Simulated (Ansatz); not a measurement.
**CH7F2NSi2: one species, many methods**

Aim: compute CH7F2NSi2 with functionals from several rungs and with coupled cluster. The yardstick is the atomisation energy at the CCSD(T) limit.

Method: functionals in def2-TZVPP, the program's frozen cores in correlated methods; program: Ansatz 0.2.0, Gaussian basis.

Plan: PBE-D4, r2SCAN-D4, PBE0-D4, B3LYP-D4, ωB97X-V, ωB97M-V, B2PLYP; CCSD(T)/def2-TZVPP; MP2/def2-QZVPP; extrapolation to the limit.

## 1. The geometry

An earlier PBE0-D4 in a triple-zeta def2 set relaxation fixed the geometry.

SMILES `CN([SiH2]F)[SiH2]F`, 13 atoms, charge 0, spin multiplicity 1.

Atoms are counted from 1 here; the program's logs count them from 0.

Bond lengths: C1–N2 1.469 Å, C1–H7 1.094 Å, C1–H8 1.094 Å, C1–H9 1.093 Å, N2–Si3 1.713 Å, N2–Si5 1.713 Å, Si3–F4 1.600 Å, Si3–H10 1.477 Å, Si3–H11 1.481 Å, Si5–F6 1.600 Å, Si5–H12 1.481 Å, Si5–H13 1.477 Å. Angles: N2–C1–H7 110.5°, N2–C1–H8 110.5°, N2–C1–H9 111.8°, H7–C1–H8 107.5°, H7–C1–H9 108.2°, H8–C1–H9 108.2°, C1–N2–Si3 117.5°, C1–N2–Si5 117.5°, Si3–N2–Si5 124.7°, N2–Si3–F4 111.8°, N2–Si3–H10 108.8°, N2–Si3–H11 109.1°, F4–Si3–H10 107.8°, F4–Si3–H11 105.5°, H10–Si3–H11 113.8°, N2–Si5–F6 111.9°, N2–Si5–H12 109.0°, N2–Si5–H13 108.8° and more.

Coordinates:

```csv
atom,x (Å),y (Å),z (Å)
C1,-0.0585,-1.0884,-1.0500
N2,0.0683,-0.0588,-0.0104
Si3,0.7160,1.4578,-0.4738
F4,-0.2927,2.2755,-1.4090
Si5,-0.5775,-0.4113,1.5364
F6,-2.1773,-0.4458,1.5209
H7,0.0007,-2.0876,-0.6094
H8,0.7539,-1.0015,-1.7770
H9,-1.0067,-1.0088,-1.5877
H10,0.9611,2.2631,0.7402
H11,1.9264,1.2351,-1.2977
H12,-0.1567,-1.7736,1.9369
H13,-0.1570,0.6443,2.4805
```

## 2. PBE-D4 (GGA)

Input file in.yaml:

```yaml
crystal:
  periodic: [false, false, false]
  atoms:
    - {symbol: C, position_ang: [-0.058450, -1.088440, -1.049964]}
    - {symbol: N, position_ang: [0.068290, -0.058778, -0.010403]}
    - {symbol: Si, position_ang: [0.716002, 1.457819, -0.473822]}
    - {symbol: F, position_ang: [-0.292695, 2.275524, -1.409015]}
    - {symbol: Si, position_ang: [-0.577531, -0.411310, 1.536408]}
    - {symbol: F, position_ang: [-2.177265, -0.445786, 1.520938]}
    - {symbol: H, position_ang: [0.000714, -2.087614, -0.609394]}
    - {symbol: H, position_ang: [0.753860, -1.001478, -1.776965]}
    - {symbol: H, position_ang: [-1.006729, -1.008784, -1.587650]}
    - {symbol: H, position_ang: [0.961119, 2.263080, 0.740239]}
    - {symbol: H, position_ang: [1.926394, 1.235127, -1.297707]}
    - {symbol: H, position_ang: [-0.156721, -1.773645, 1.936879]}
    - {symbol: H, position_ang: [-0.156979, 0.644295, 2.480455]}
basis:
  gaussian: {orbitals: def2-TZVPP}
hamiltonian: {xc: pbe, dispersion: d4}
output: {forces: true, orbitals: {seedname: orbitals}}
```

Launch:

```sh
> ansatz run in.yaml --threads 2 --pin off --events-out ev --progress --plain --max-ram 32768MiB --backend cuda --devices 0, --max-vram 18GiB
```

After this run come: r2SCAN-D4 (meta-GGA); PBE0-D4 (hybrid); B3LYP-D4 (hybrid); ωB97X-V (range-separated); ωB97M-V (range-separated); B2PLYP (double hybrid); CCSD(T) in def2-TZVPP; MP2 in def2-QZVPP.

**Question.** What will the summary of the whole plan be? Wanted: atomisation energy, CCSD(T)/CBS; farthest; mean size of error, hybrid; mean size of error, range-separated; gap, smallest and largest; T1 diagnostic; triples share of the correlation energy.

**Answer**, as computed:

```
                               quantity                                 value
        atomisation energy, CCSD(T)/CBS                             50.126 eV
    functionals within 0.251 eV (0.5 %)              PBE-D4, ωB97X-V, ωB97M-V
                               farthest                    B2PLYP (-0.711 eV)
             mean size of error, hybrid                              0.467 eV
    mean size of error, range-separated                              0.059 eV
              gap, smallest and largest  6.27 eV (PBE-D4), 12.85 eV (ωB97X-V)
                          T1 diagnostic                                0.0116
triples share of the correlation energy                                 3.2 %
```

PBE-D4 is off by +0.041 eV. Double hybrids carry the basis error of their MP2 part in triple zeta, and no dispersion term here, so their miss is partly the set-up's. Misses under about 0.251 eV are within the doubt on the reference itself, which lacks core-valence correlation, relativity and higher excitations. Hartree-Fock recovers 74 % of the binding; the rest is correlation. Orbital gaps span 6.3 to 12.9 eV; exact exchange widens them.
